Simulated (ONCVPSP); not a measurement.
# Pt: the cost of one run

The numbers are computed with ONCVPSP 4.0.1.1 (patched build) (PBE, scalar-relativistic, spin-unpolarised reference atom).

## 1. Settings

Typed settings, in words:

* element: platinum (Pt, Z = 78)
* type: optimised norm-conserving Vanderbilt (ONCV)
* frozen core: [Kr] 4d10 4f14
* valence charge: 18
* reference configuration: 5s2 5p6 5d9 6s1
* partial waves: 5s+6s: rc 1.70 bohr, ncon 4, nbas 7, qcut 8.3 1/bohr, 2 projectors; 5p: rc 1.10 bohr, ncon 4, nbas 7, qcut 8.5 1/bohr, 1 projector; 5d: rc 2.05 bohr, ncon 4, nbas 8, qcut 8.7 1/bohr, 2 projectors, debl 1.3 Ha
* local potential: polynomial inside 1.00 bohr (lpopt 5, dvloc0 6 Ha)
* core correction: Teter function, fcfact 4.25, rcfact 1.65

An earlier all-electron run gives the scale for the radii.

All-electron outer shells of the reference configuration (PBE, scalar-relativistic, ld1.x):

```json
{"shell": "5s", "level (eV)": "-101.82", "outermost node (bohr)": "0.49", "outermost maximum (bohr)": "0.87"}
{"shell": "4f", "level (eV)": "-70.08", "outermost node (bohr)": "–", "outermost maximum (bohr)": "0.38"}
{"shell": "5p", "level (eV)": "-56.02", "outermost node (bohr)": "0.53", "outermost maximum (bohr)": "0.98"}
{"shell": "5d", "level (eV)": "-6.14", "outermost node (bohr)": "0.57", "outermost maximum (bohr)": "1.26"}
{"shell": "6s", "level (eV)": "-5.66", "outermost node (bohr)": "1.14", "outermost maximum (bohr)": "2.38"}
{"shell": "6p", "level (eV)": "-0.84", "outermost node (bohr)": "1.36", "outermost maximum (bohr)": "3.69"}
```

## 2. The generation run

Input file Pt.dat:

```
# ATOM AND REFERENCE CONFIGURATION
# atsym  z   nc   nv     iexc    psfile
  Pt 78.00   10    4        4      upf
#
#   n    l    f
    1    0    2.00
    2    0    2.00
    2    1    6.00
    3    0    2.00
    3    1    6.00
    3    2   10.00
    4    0    2.00
    4    1    6.00
    4    2   10.00
    4    3   14.00
    5    0    2.00
    5    1    6.00
    5    2    9.00
    6    0    1.00
#
# PSEUDOPOTENTIAL AND OPTIMIZATION
# lmax
    2
#
#   l,   rc,      ep,       ncon, nbas, qcut
    0    1.70    0.00    4    7    8.30
    1    1.10    0.00    4    7    8.50
    2    2.05    0.00    4    8    8.70
#
# LOCAL POTENTIAL
# lloc, lpopt,  rc(5),   dvloc0
    4    5    1.00    6.00
#
# VANDERBILT-KLEINMAN-BYLANDER PROJECTORs
# l, nproj, debl
    0    2    0.70
    1    1    1.60
    2    2    1.30
#
# MODEL CORE CHARGE
# icmod, fcfact, rcfact
    3    4.25    1.65
#
# LOG DERIVATIVE ANALYSIS
# epsh1, epsh2, depsh
   -5.00    5.00    0.04
#
# OUTPUT GRID
# rlmax, drl
    6.00    0.01
#
# TEST CONFIGURATIONS
# ncnf
    4
# nvcnf
#   n    l    f
    4
    5    0    2.00
    5    1    6.00
    5    2    9.00
    6    0    0.00
#
    4
    5    0    2.00
    5    1    6.00
    5    2    8.00
    6    0    0.00
#
    4
    5    0    2.00
    5    1    6.00
    5    2    7.00
    6    0    0.00
#
    4
    5    0    2.00
    5    1    6.00
    5    2    9.50
    6    0    0.50
#
```

Launch:

```bash
$ oncvpsp.x < Pt.dat > Pt.out
```

**Question.** How long does this run take on 1 thread of AMD EPYC 7R43, shared host?

About 5 s.
